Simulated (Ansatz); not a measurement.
## C4H5FSe, SMILES FC1C=CC[Se]1: a single point in a Gaussian basis

Program: Ansatz's Python interface.

`energy_c4h5fse.py`:
```python
from pathlib import Path
import json

import ansatz as az
import numpy as np


def main() -> None:
    molecule = (
        az.Crystal.molecule()
        .atom("F", [2.2038, 0.038, -1.1265])
        .atom("C", [1.3755, -0.3851, -0.1044])
        .atom("C", [0.5909, 0.7673, 0.4185])
        .atom("C", [-0.7338, 0.7073, 0.3335])
        .atom("C", [-1.3389, -0.5076, -0.2788])
        .atom("Se", [0.1131, -1.698, -0.7864])
        .atom("H", [1.9815, -0.8323, 0.7107])
        .atom("H", [1.0852, 1.6291, 0.8558])
        .atom("H", [-1.3555, 1.5187, 0.6985])
        .atom("H", [-1.924, -0.2249, -1.1783])
        .atom("H", [-1.9979, -1.0126, 0.4575])
    )

    calc = (
        molecule.calculation()
        .basis(gaussian="def2-SVPD")
        .functional("r2scan", dispersion="d3bj")
        .forces()
        .orbitals()
    )
    out = calc.run(threads=1, pin="off", runs_dir="c4h5fse_runs")
    data = out.report

    for key in ("converged", "free_energy_ev", "reference_energy_ev", "n_frozen", "n_occupied", "n_virtual"):
        print(f"{key:22s} {data[key]}")

    symbols = [site.symbol for site in molecule.cartesian_sites]
    print("forces (eV/A)")
    for symbol, f in zip(symbols, data["forces_ev_ang"]):
        print(f"  {symbol:2s} {f[0]:9.4f} {f[1]:9.4f} {f[2]:9.4f}")

    charges = data["charge_distribution"]
    print("dipole moment", round(4.803205 * float(np.linalg.norm(charges["dipole_moment_e_ang"])), 3), "D")
    print("Mulliken:", [(s, round(q, 3)) for s, q in zip(symbols, charges["mulliken_charges_e"])])

    lines = Path(data["orbitals_path"]).read_text().splitlines()
    field_of = lambda key: [line.split("=")[1].strip() for line in lines if line.startswith(key)]
    orbitals = [(27.211386 * float(e), s, float(n)) for e, s, n in zip(field_of("Ene="), field_of("Spin="), field_of("Occup="))]
    homo = max(e for e, _, n in orbitals if n > 0.5)
    lumo = min(e for e, _, n in orbitals if n < 0.5)
    print(f"HOMO {homo:.3f} eV, LUMO {lumo:.3f} eV, gap {lumo - homo:.3f} eV")
    with open("c4h5fse.json", "w") as handle:
        json.dump({k: data[k] for k in ("free_energy_ev", "reference_energy_ev", "n_occupied", "n_virtual")}, handle, indent=1)


if __name__ == "__main__":
    main()
```

`python energy_c4h5fse.py` gives:
```text
DeckWarning: the engine holds no damping parameters fitted to this dispersion correction and functional, so the run takes those fitted to r2scan beside the three-body term, which d3bj leaves out (hamiltonian.dispersion, under Limitations)
converged              True
free_energy_ev         -72278.73808399965
reference_energy_ev    -72278.6599811453
n_frozen               0
n_occupied             [36, 36]
n_virtual              [148, 148]
forces (eV/A)
  F     0.5648    0.0912   -0.1279
  C     0.2391    0.1200    0.6471
  C    -0.0856   -0.0387    0.0612
  C    -0.0156   -0.2147   -0.1533
  C    -0.9105    0.2758   -0.0618
  Se   -0.0879   -0.3545    0.0817
  H     0.2577    0.0171   -0.4938
  H     0.3768    0.1078    0.0566
  H    -0.3268    0.1419    0.0409
  H    -0.0655   -0.1802    0.3005
  H     0.0536    0.0345   -0.3512
dipole moment 2.752 D
Mulliken: [('F', -0.478), ('C', 0.595), ('C', 0.047), ('C', 0.011), ('C', 0.176), ('Se', -0.011), ('H', 0.038), ('H', -0.243), ('H', -0.299), ('H', 0.077), ('H', 0.087)]
HOMO -5.630 eV, LUMO -1.188 eV, gap 4.441 eV
```
(Warnings from the package without file and line.)

It writes `c4h5fse.json`:
```json
{
 "free_energy_ev": -72278.73808399965,
 "reference_energy_ev": -72278.6599811453,
 "n_occupied": [
  36,
  36
 ],
 "n_virtual": [
  148,
  148
 ]
}
```

Total energies depend on the basis set; only differences at equal settings carry meaning. The geometry is a force-field or estimated start, not a minimum of this method, and the basis set is short of its limit. Total less reference energy is the dispersion correction. Levels such as HOMO and LUMO are orbital energies: with these approximate functionals they aren't the ionisation energy and electron affinity, and their gap isn't the fundamental gap. Mulliken charges are unreliable in a basis with diffuse functions. A dispersion term here runs with damping parameters fitted for another variant or functional. Hardware and time: 17 s on 1 thread of Arm Neoverse V2, on a shared host, peak memory 0.36 GiB.

(Lines on the test bed's own set-up are left out of the output.)
